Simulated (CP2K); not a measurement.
Runs of CP2K 2026.2 on TaWC2. Symmetry: R-3m, No. 166, trigonal system. Conventional cell: a = 3.144 Å, b = 3.144 Å, c = 15.305 Å, α = 90.00°, β = 90.00°, γ = 120.00°. W (site symmetry -3m) has 6 C at 2.21 Å as nearest neighbours. Around Ta (site symmetry -3m) lie 6 C at 2.23 Å. Around C (site symmetry 3m) lie 3 W at 2.21 Å and 3 Ta at 2.23 Å. The cell comes from a database or a generator and needn't be the stable form of this composition.

```csv
level,potentials or basis,smearing,EPS_DEFAULT,NGRIDS,points a segment of the path (NPOINTS),bands added on the path,CUTOFF of the grids,gap on the mesh (eV),pressure (GPa),largest force (eV/Å)
PBE,"POTENTIAL_UZH W GTH-PBE-q14, Ta GTH-PBE-q13, C GTH-PBE-q4; TZVP-MOLOPT-PBE-GTH basis",fermi-dirac 0.1 eV,1.0E-10,5,10,4,450 Ry,none,(b),(a)
PBEsol,"POTENTIAL_UZH W GTH-PBE-q14, Ta GTH-PBE-q13, C GTH-PBE-q4; TZVP-MOLOPT-PBE-GTH basis",fermi-dirac 0.0259 eV,1.0E-9,5,8,6,450 Ry,none,-12.3,0.05
LDA,"GTH_POTENTIALS W GTH-PADE-q14, Ta GTH-PADE-q13, C GTH-PADE-q4; TZVP-MOLOPT-PBE-GTH basis",fermi-dirac 0.05 eV,1.0E-9,4,6,2,450 Ry,none,-90.6,0.38
r2SCAN,"POTENTIAL_UZH W GTH-SCAN-q14, Ta GTH-SCAN-q13, C GTH-SCAN-q4; TZVP-MOLOPT-SCAN-GTH basis",fermi-dirac 0.05 eV,1.0E-9,4,10,4,675 Ry,none,-10.5,-
```

Alike in all rows: task band structure; no spin polarisation; cell as given; k mesh 10 × 10 × 10.

Fill in the values left out.

(a) 0.04; (b) -5.8.

Caveats: spin-orbit coupling is left out, which moves the levels of the heavy elements; the basis of atomic orbitals isn't converged, which shifts pressures, moduli and gaps; the potentials were made for another functional, which shifts forces and pressure (some runs); a pressure of tens of GPa on the cell as given is suspect, and the run, the potentials or the cell itself is likely at fault (some runs).

A k mesh can miss the band edges, and the runs leave out spin-orbit coupling on Ta, W.

A gap of «none» marks a metal or a gap under the smearing width.
